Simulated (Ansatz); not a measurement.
# Iron, diamond under m-r²SCAN: ground state and equation of state

Aim: take iron in the diamond structure, relax it, solve it on a dense k-mesh, then scale the cell to 7 volumes from 88 to 112 % of the relaxed one and try a fit of the equation of state. The start is antiferromagnetic. The k-meshes are 11×11×11 for the relaxation; 19×19×19 for the dense run; 13×13×13 for the volumes.

This is Fe in the diamond structure; at room conditions it is bcc.

Program: Ansatz 0.2.0. Level of theory: DFT m-r2SCAN, plane waves (500 eV) with PAW, scalar-relativistic; PAW files made under PBE, frozen cores solved again for the functional; m-r²SCAN is r²SCAN on the gauge-invariant kinetic-energy density. These are calculated values, not measurements.

## Step 1: The starting structure

The structure is cubic, space group Fd-3m (No. 227). Conventional cell: a = 5.029 Å, b = 5.029 Å, c = 5.029 Å, α = 90.00°, β = 90.00°, γ = 90.00°. Fe (site symmetry -43m) has 4 Fe at 2.18 Å as nearest neighbours.

Coordinates:

```cif
data_structure
_symmetry_space_group_name_H-M 'Fd-3m:1'
_symmetry_Int_Tables_number 227
_cell_length_a 5.0290
_cell_length_b 5.0290
_cell_length_c 5.0290
_cell_angle_alpha 90.000
_cell_angle_beta 90.000
_cell_angle_gamma 90.000
_cell_volume 127.19
loop_
_atom_site_label
_atom_site_type_symbol
_atom_site_symmetry_multiplicity
_atom_site_Wyckoff_symbol
_atom_site_fract_x
_atom_site_fract_y
_atom_site_fract_z
_atom_site_occupancy
Fe1 Fe 8 b 0.75000 0.75000 0.75000 1
```

Starting moments (μB): +2.5, -2.5.

## Step 2: Geometry optimisation

Contents of input.yaml:

```yaml
crystal:
  lattice:
    - [0.0, 2.514509054, 2.514509054]
    - [2.514509054, 0.0, 2.514509054]
    - [2.514509054, 2.514509054, 0.0]
  atoms:
    - { symbol: Fe, position: [0.125, 0.125, 0.125], spin: 2.5 }
    - { symbol: Fe, position: [0.875, 0.875, 0.875], spin: -2.5 }
hamiltonian:
  xc: mr2scan
  pseudopotentials:
    kind: paw
    azcp:
      Fe: "pseudopotentials/Fe.paw.azcp"
basis:
  ecutwfc: 500
  fft_grid_basis: typed
kpoints:
  mp_grid: { grid: [11, 11, 11], shift: [0, 0, 0] }
magnetization:
  spin_polarized: true
scf:
  occupations: { method: fermi_dirac, width: 0.05 }
relax:
  max_steps: 60
  f_tol: 0.01
  cell: {}
output:
  write_density: true
  write_potential: true
  elf: true
  volumetric_format: npy
```

After this run come: Dense single point; Volume × 0.88; Volume × 0.92; Volume × 0.96; Volume × 1.0; Volume × 1.04; Volume × 1.08; Volume × 1.12.

Before running it: what results should come out? Wanted: space group; conventional cell; volume; shortest distance; gap on the mesh; magnetic state; relative to bcc, ferromagnetic; V₀, B₀, B₀′.

**Answer**, as computed:

| quantity | value |
| --- | --- |
| space group (spins left aside) | Fd-3m (No. 227) |
| conventional cell | a = 4.810 Å |
| volume | 13.911 Å³/atom |
| shortest distance | 2.083 Å |
| gap on the mesh | none (levels filled in part) |
| magnetic state | non-magnetic |
| relative to bcc, ferromagnetic | +1167 meV/atom |
| V₀, B₀, B₀′ | 13.902 Å³/atom, 173 GPa, 4.4 |

What this shows: The relaxation shrank the cell by 12.5 % in volume. Against the reference form of iron (bcc, ferromagnetic, computed apart with the same settings) it stands 1167 meV/atom higher; part of this is magnetic energy, as this run has no moments. The starting moments do not survive. Levels at the Fermi energy are filled in part, as in a metal. The fitted modulus is 173 GPa. The symmetry was held, so the structure may be unstable against distortions that break it.
